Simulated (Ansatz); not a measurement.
# GeF4: structure and electronic state

What does GeF4 look like as a singlet, and where do its frontier electrons sit?

Method: RKS PBE0-D4/def2-TZVP; program: Ansatz 0.2.0, Gaussian basis.

Levels to be run: relaxation at B3LYP-D4/def2-SVP; a search for the lowest solution at PBE0-D4/def2-SVP; a single point at PBE0-D4/def2-TZVP; harmonic vibrations at B3LYP-D4/def2-SVP.

## (1) The system as given

5 atoms, charge 0, spin multiplicity 1.

Atoms are counted from 1 here; the program's logs count them from 0.

Bond lengths: Ge1–F2 1.674 Å, Ge1–F3 1.672 Å, Ge1–F4 1.673 Å, Ge1–F5 1.672 Å. Angles: F2–Ge1–F3 109.2°, F2–Ge1–F4 109.6°, F2–Ge1–F5 109.5°, F3–Ge1–F4 109.5°, F3–Ge1–F5 109.6°, F4–Ge1–F5 109.3°.

As a file:

```xyz
5

Ge   -0.0004    0.0001   -0.0006
F     0.0135   -0.0190    1.6730
F     1.5736    0.0108   -0.5645
F    -0.7970    1.3684   -0.5406
F    -0.7897   -1.3603   -0.5674
```

The start is a GFN2-xTB geometry.

## (2) Relaxation at B3LYP-D4/def2-SVP

File in.yaml:

```yaml
crystal:
  periodic: [false, false, false]
  atoms:
    - {symbol: Ge, position_ang: [-0.000360, 0.000060, -0.000580]}
    - {symbol: F, position_ang: [0.013510, -0.019010, 1.672980]}
    - {symbol: F, position_ang: [1.573590, 0.010840, -0.564480]}
    - {symbol: F, position_ang: [-0.797040, 1.368400, -0.540580]}
    - {symbol: F, position_ang: [-0.789710, -1.360290, -0.567350]}
basis:
  gaussian: {orbitals: def2-SVP}
hamiltonian: {xc: {name: B3LYP}, dispersion: d4}
scf: {omitted_lower_state_checks: [starts]}
output: {orbitals: {seedname: orbitals}}
relax: {f_tol: 0.02, max_steps: 100}
```

Command:

```
> ansatz run in.yaml --threads 4 --pin off --events-out ev --progress --plain --max-ram 3916MiB
```

The runs that follow: Searching for the lowest solution, PBE0-D4/def2-SVP; Single point, PBE0-D4/def2-TZVP; Harmonic vibrations.

**Question.** What will the summary of the whole plan be? Wanted: point group; commonest bond; HOMO, LUMO at PBE0-D4/def2-TZVP; dipole at B3LYP-D4/def2-SVP; lowest, highest wavenumber.

**Answer**, as computed:

| quantity | value |
| --- | --- |
| point group | Td |
| commonest bond | F–Ge, 4 of mean length 1.705 Å |
| HOMO, LUMO at PBE0-D4/def2-TZVP | -12.68, -1.97 eV |
| dipole at B3LYP-D4/def2-SVP | 0.00 D |
| lowest, highest wavenumber | 197, 796 cm⁻¹ |

In words: The molecule keeps its bonding pattern by the stored test; the atoms moved 0.03 Å (rms). All wavenumbers are real: a minimum at this level.
